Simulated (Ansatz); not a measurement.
# GaSiH3F2 (SMILES [F][Ga]([F])[SiH3]) at RPA@PBE0/6-31G(d) (spherical functions)

What is the vertical ionisation energy of GaSiH3F2 at RPA@PBE0/6-31G* (spherical functions)? 

The results are computed with Ansatz 0.2.0.

78 further runs of the same task are left out: 1 that didn't finish, 77 set aside as unsound or not needed. Runs told in other sessions of the task aren't counted.

### 1 The system as given

The species is GaSiH3F2 (7 atoms), meant as a singlet with charge 0. As SMILES, `[F][Ga]([F])[SiH3]`. The shape is that of a PBE0-D4/def2-TZVP optimisation.

Bond lengths: F1–Ga2 1.750 Å, Ga2–F3 1.749 Å, Ga2–Si4 2.387 Å, Si4–H5 1.483 Å, Si4–H6 1.483 Å, Si4–H7 1.484 Å. Angles: F1–Ga2–F3 110.4°, F1–Ga2–Si4 124.5°, F3–Ga2–Si4 125.2°, Ga2–Si4–H5 109.3°, Ga2–Si4–H6 108.8°, Ga2–Si4–H7 107.8°, H5–Si4–H6 110.6°, H5–Si4–H7 110.2°, H6–Si4–H7 110.0°.

### 2 A single-point energy at RPA@PBE0/6-31G(d) (spherical functions)

Input file molecule.yaml:

```yaml
basis:
  gaussian: {orbitals: 6-31G_st_-spherical.json}
crystal:
  periodic: [false, false, false]
  atoms:
    - symbol: F
      position_ang: [0.337700, -1.716900, 2.042000]
    - symbol: Ga
      position_ang: [0.749800, -0.872200, 0.566000]
    - symbol: F
      position_ang: [2.304600, -1.409500, -0.029300]
    - symbol: Si
      position_ang: [-0.636100, 0.761900, -0.486900]
    - symbol: H
      position_ang: [0.191200, 1.594100, -1.392900]
    - symbol: H
      position_ang: [-1.267600, 1.599600, 0.561500]
    - symbol: H
      position_ang: [-1.679500, 0.043100, -1.260400]
correlation: {method: rpa, frozen_orbitals: {F: 1, Ga: 9, H: 0, Si: 5}}
accuracy: high
hamiltonian: {xc: pbe0}
```

The basis set 6-31G* is read from a file made from the Basis Set Exchange's data (not shown).

Launch:

```
$ ansatz run molecule.yaml --threads 1 --pin off --max-ram 3480MiB --events-out events.jsonl --progress --plain --runs-dir runs
```

Log:

```text
Warning: RAYON_NUM_THREADS=1 ignored (pool sized by the plan → 1); use --threads N
Functional definition: PBE0
  name "PBE0"
  parameter a = 0.25
  parameter kappa = 0.804
  parameter beta = 0.06672455060314922
  exchange = (1 - a)*pbe_x(kappa = kappa, mu = beta*pi^2/3) + a*exact_x
  correlation = pbe_c(beta = beta)
1770 factors; integrals over basis functions are off by at most 5.7e-9 eV
mean field evaluation 1: about -65712.7964 eV, gradient 5.0e1 eV
mean field evaluation 2: about -65712.9194 eV, gradient 5.0e1 eV
mean field evaluation 4: about -65716.7895 eV, gradient 3.0e0 eV
mean field evaluation 8: about -65716.8245 eV, gradient 3.9e-1 eV
mean field evaluation 16: about -65716.8248 eV, gradient 3.3e-5 eV
mean field -65716.82484735 eV, -2415.0487686765 hartree, gradient 4.6e-8 eV, S^2 0.000000; 0 other end points of the search recorded, 0 dependent functions left out
16 core orbitals not correlated: weight in the atoms' cores, before any rotation towards them, 1.000 or more for the frozen orbitals, at most 0.000 for the correlated occupied ones
reference -65649.02679200 eV, -2412.5572360975 hartree; 17, 17 occupied and 51, 51 virtual orbitals, 1770 factors
Total energy: -65673.20625253 eV, -2413.4458148826 hartree
```

Run time: 26 s. Hardware: 1 thread of Arm Neoverse N1, shared host; peak memory 0.3 GiB.

### 3 The doublet cation

molecule.yaml: that of step 2 with these lines changed.

```diff
@@ -1,3 +1 @@
-basis:
-  gaussian: {orbitals: 6-31G_st_-spherical.json}
 crystal:
@@ -19,4 +17,14 @@
       position_ang: [-1.679500, 0.043100, -1.260400]
-correlation: {method: rpa, frozen_orbitals: {F: 1, Ga: 9, H: 0, Si: 5}}
+basis:
+  gaussian:
+    orbitals: 6-31G_st_-spherical.json
+total_charge: 1
+magnetization:
+  spin_polarized: true
+  initial_magnetization: 1
+hamiltonian:
+  xc: pbe0
+correlation:
+  method: rpa
+  frozen_orbitals: {F: 1, Ga: 9, H: 0, Si: 5}
 accuracy: high
-hamiltonian: {xc: pbe0}
```

The basis set 6-31G* is read from a file made from the Basis Set Exchange's data (not shown).

Launch:

```
$ ansatz run molecule.yaml --threads 1 --pin off --max-ram 3480MiB --events-out events.jsonl --progress --plain --runs-dir runs
```

Log, shortened:

```text
Warning: RAYON_NUM_THREADS=1 ignored (pool sized by the plan → 1); use --threads N
[... 2 set-up lines as earlier in the session ...]
[...]
1769 factors; integrals over basis functions are off by at most 5.7e-9 eV
[...]
mean field -65705.64459597 eV, -2414.6379020162 hartree, gradient 8.4e-9 eV, S^2 0.757196; 4 other end points of the search recorded, 0 dependent functions left out
16 core orbitals not correlated: weight in the atoms' cores, before any rotation towards them, 1.000 or more for the frozen orbitals, at most 0.000 for the correlated occupied ones
reference -65637.77743283 eV, -2412.1438297730 hartree; 17, 16 occupied and 51, 52 virtual orbitals, 1769 factors
Total energy: -65662.21020783 eV, -2413.0417176930 hartree
```

It took 52 s on 1 thread of Arm Neoverse N1, shared host; peak memory 0.61 GiB.

### 4 Outcome

At RPA@PBE0/6-31G* (spherical functions), 16 core orbitals frozen:

| quantity | value |
| --- | --- |
| singlet GaSiH3F2: total energy | -2413.44581 Eh |
| singlet GaSiH3F2: RPA correlation energy (valence) | -888.6 mEh |
| doublet cation: total energy | -2413.04172 Eh |
| doublet cation: RPA correlation energy (valence) | -897.9 mEh |
| doublet cation: ⟨S²⟩ of the reference determinant | 0.757 |
| vertical ionisation energy (to the doublet cation) | 10.996 eV |

**Reading.** Removing an electron at fixed nuclei costs 11.00 eV (254 kcal/mol).
